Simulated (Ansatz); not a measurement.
# RbZn3: the cost of one run

Computed with Ansatz 0.2.0 (DFT PBE, scalar-relativistic, plane waves, PAW, unless a step's input says otherwise).

**1. The structure to begin with**

Symmetry: Pm-3m, No. 221, cubic system. The conventional cell has a = 4.333 Å, b = 4.333 Å, c = 4.333 Å, α = 90.00°, β = 90.00°, γ = 90.00°. Around Rb (site symmetry m-3m) lie 12 Zn at 3.06 Å. Zn (site symmetry 4/mmm) is surrounded by 4 Rb at 3.06 Å and 8 Zn at 3.06 Å.

As a file:

```cif
data_structure
_symmetry_space_group_name_H-M 'Pm-3m'
_symmetry_Int_Tables_number 221
_cell_length_a 4.3334
_cell_length_b 4.3334
_cell_length_c 4.3334
_cell_angle_alpha 90.000
_cell_angle_beta 90.000
_cell_angle_gamma 90.000
_cell_volume 81.38
loop_
_atom_site_label
_atom_site_type_symbol
_atom_site_symmetry_multiplicity
_atom_site_Wyckoff_symbol
_atom_site_fract_x
_atom_site_fract_y
_atom_site_fract_z
_atom_site_occupancy
Rb1 Rb 1 a 0.00000 0.00000 0.00000 1
Zn1 Zn 3 c 0.00000 0.50000 0.50000 1
```

This is candidate A: Cu3Au (L1_2) type (Pm-3m, No. 221).

(A quick probe on a coarse mesh, which set the mesh and smearing, is not shown.)

**3. Rough relaxation on the coarse mesh (candidate A)**

File input.yaml:

```yaml
crystal:
  lattice:
    - [4.3334309005, 0.0, 0.0]
    - [0.0, 4.3334309005, 0.0]
    - [0.0, 0.0, 4.3334309005]
  atoms:
    - { symbol: Rb, position: [0.0, 0.0, 0.0] }
    - { symbol: Zn, position: [0.0, 0.5, 0.5] }
    - { symbol: Zn, position: [0.5, 0.0, 0.5] }
    - { symbol: Zn, position: [0.5, 0.5, 0.0] }
basis:
  ecutwfc: 420
kpoints:
  mp_grid: { grid: [4, 4, 4] }
hamiltonian:
  xc: pbe
scf:
  occupations: { method: gaussian, width: 0.1 }
  lower_state_search: "off"
output:
  forces: true
  stress: true
  eigenvalues: true
relax:
  adjacent_minimum: "off"
  f_tol: 0.04
  max_steps: 70
  cell: { stress_tol: 0.4 }
```

Started as:

```sh
ansatz run input.yaml --threads 1 --pin off --max-ram 2560MiB --backend cpu --events-out ev --progress --plain --runs-dir out
```

Q: Estimate wall time and peak memory on 1 thread of Arm Neoverse V1, shared host.

About 15 s, with a peak of 0.36 GiB.
